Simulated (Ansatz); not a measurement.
# ClH₂InO₂: one species, many methods

One table from this session's results is given with a row withheld; the runs are named, their logs left out.

The runs use Ansatz 0.2.0, Gaussian basis; functionals in def2-TZVPP, the program's frozen cores in correlated methods.

The runs, in order: PBE-D4, r2SCAN-D4, PBE0-D4, B3LYP-D4, ωB97X-V, ωB97M-V, B2PLYP; CCSD(T)/def2-TZVPP; CCSD(T)/def2-QZVPP; extrapolation to the limit.

### The geometry

The geometry comes from an earlier relaxation with PBE0-D4 in a triple-zeta def2 set; it is a stationary point. In takes the def2 core potential; no spin-orbit term is included.

SMILES `[OH][In]([OH])[Cl]`, 6 atoms, charge 0, spin multiplicity 1.

Atoms are counted from 1 here; the program's logs count them from 0.

Bond lengths: O1–In2 1.962 Å, O1–H5 0.962 Å, In2–O3 1.971 Å, In2–Cl4 2.305 Å, O3–H6 0.961 Å. Angles: In2–O1–H5 111.6°, O1–In2–O3 119.6°, O1–In2–Cl4 120.0°, O3–In2–Cl4 120.4°, In2–O3–H6 112.4°.

Set-up of the first run:

File in.yaml:

```yaml
crystal:
  periodic: [false, false, false]
  atoms:
    - {symbol: O, position_ang: [-1.447643, 1.304938, -0.197316]}
    - {symbol: In, position_ang: [0.055497, 0.054510, -0.361065]}
    - {symbol: O, position_ang: [0.678207, -0.931678, 1.227204]}
    - {symbol: Cl, position_ang: [1.080328, -0.252614, -2.402579]}
    - {symbol: H, position_ang: [-1.782856, 1.339474, 0.703262]}
    - {symbol: H, position_ang: [1.416478, -1.514630, 1.030494]}
basis:
  gaussian: {orbitals: def2-TZVPP}
hamiltonian: {xc: pbe, dispersion: d4}
output: {forces: true, orbitals: {seedname: orbitals}}
```

On the command line:

```sh
ansatz run in.yaml --threads 2 --pin off --events-out ev --progress --plain --max-ram 32768MiB --backend cpu
```

Steps of the session up to this table: PBE-D4 (GGA); r2SCAN-D4 (meta-GGA); PBE0-D4 (hybrid); B3LYP-D4 (hybrid); ωB97X-V (range-separated); ωB97M-V (range-separated); B2PLYP (double hybrid); CCSD(T) in def2-TZVPP; CCSD(T) in def2-QZVPP.

One of the session's tables, all rows but one given; the rest of the session is left out.

It belongs to the step «Atomisation energies». 

```
            method  atomisation energy (kcal/mol)
            PBE-D4                          454.4
         r2SCAN-D4                          446.5
           PBE0-D4                          437.0
          B3LYP-D4                          435.2
           ωB97X-V                          447.0
           ωB97M-V                          446.0
            B2PLYP                              ?
     HF/def2-TZVPP                          283.5
    MP2/def2-TZVPP                          450.7
   CCSD/def2-TZVPP                          421.7
CCSD(T)/def2-TZVPP                          433.1
           MP2/CBS                          470.3
       CCSD(T)/CBS                          452.6
```

**Question.** Estimate the row for B2PLYP.

The run gave: atomisation energy (kcal/mol): 436.2. In the column «atomisation energy (kcal/mol)» it lies between B3LYP-D4 (435.2) and PBE0-D4 (437.0).
